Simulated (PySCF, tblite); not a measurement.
# C5H14OP2: geometry, infrared bands and NMR shifts

What infrared bands and NMR shifts should C5H14OP2 (`CCP(=O)(CC)CP`) show?

The runs use tblite 0.8.0 and PySCF 2.14.0, with density-fitted response routines of our own; the level of theory stands in each step. All values are computed, except where a source is named. Atoms are numbered from 0 throughout.

## Step 1: The starting structure

22 atoms, charge 0, multiplicity 1; geometry from: force field or distance geometry start.

Bonds of the start (Å): C0–C1 1.53, C1–P2 1.78, P2–O3 1.51, P2–C4 1.80, C4–C5 1.52, P2–C6 1.83, C6–P7 1.88, C0–H8 1.09, C0–H9 1.10, C0–H10 1.09, C1–H11 1.11, C1–H12 1.09, C4–H13 1.08, C4–H14 1.09, C5–H15 1.08, C5–H16 1.09, C5–H17 1.10, C6–H18 1.09, C6–H19 1.09, P7–H20 1.42, P7–H21 1.42.

## Step 2: Relaxing the molecule with GFN2-xTB

Job settings and geometry (Å):

```
{"job": {"kind": "relax", "xc": "GFN2-xTB", "basis": "xTB"}, "charge": 0, "multiplicity": 1}
C      2.868100    -0.410400     0.453900
C      1.667400     0.509700     0.682500
P      0.323600     0.245500    -0.448200
O      0.748500     0.276500    -1.899100
C     -0.460800    -1.297600     0.031500
C     -1.664600    -1.673300    -0.825200
C     -0.880000     1.569400    -0.078900
P     -1.706900     1.865900     1.588200
H      3.665600    -0.193900     1.168700
H      2.568000    -1.458000     0.571700
H      3.248800    -0.277500    -0.559700
H      1.308600     0.366400     1.719100
H      1.999100     1.546800     0.613300
H     -0.752800    -1.248300     1.073900
H      0.283800    -2.084500    -0.053900
H     -1.383200    -1.741000    -1.866100
H     -2.449000    -0.918700    -0.732100
H     -2.066900    -2.643700    -0.506900
H     -0.375300     2.511400    -0.310600
H     -1.690700     1.462100    -0.793600
H     -2.645400     2.837400     1.140600
H     -2.616200     0.775200     1.519800
```

The run is started by

```sh
> OMP_NUM_THREADS=1 python probes_run.py task.json out
```

This one command runs all jobs of the session in turn.

**Question.** This job is followed by: GFN2-xTB harmonic vibrations, gas phase; GIAO PBE0/pcSseg-1 NMR shielding, non-relativistic, gas phase. What will the session give for the following? strongest single infrared mode (GFN2-xTB); zero-point energy (GFN2-xTB); 13C shifts against TMS (PBE0/pcSseg-1, means over atoms taken as alike); 1H shifts against TMS (PBE0/pcSseg-1, means over atoms taken as alike); 31P shifts against H3PO4 (PBE0/pcSseg-1); 17O shifts against H2O (PBE0/pcSseg-1).

As calculated:

```
                                                               quantity                             value
                              strongest single infrared mode (GFN2-xTB)             1273 cm⁻¹, 245 km/mol
                                           zero-point energy (GFN2-xTB)                    112.4 kcal/mol
13C shifts against TMS (PBE0/pcSseg-1, means over atoms taken as alike)               23.7, 17.4, 6.4 ppm
 1H shifts against TMS (PBE0/pcSseg-1, means over atoms taken as alike)  2.68, 1.96, 1.83, 1.26, 1.19 ppm
                               31P shifts against H3PO4 (PBE0/pcSseg-1)                  19.6, -199.7 ppm
                                 17O shifts against H2O (PBE0/pcSseg-1)                          91.8 ppm
```

The optimisation took 111 steps and gained 0.305 eV; among the close pairs (by a distance rule), C1–P2 changed most, from 1.776 to 1.841 Å. All 60 modes are real, so the xTB geometry is a minimum. The strongest single mode, at 1273 cm⁻¹, moves mainly O3 and P2. GFN2-xTB is a fitted tight-binding method: band positions and strengths are rough. Its intensities can rank the bands wrongly. At PBE0/pcSseg-1: Shielding is most anisotropic at P2 (span 226 ppm, paramagnetic term -669 ppm).
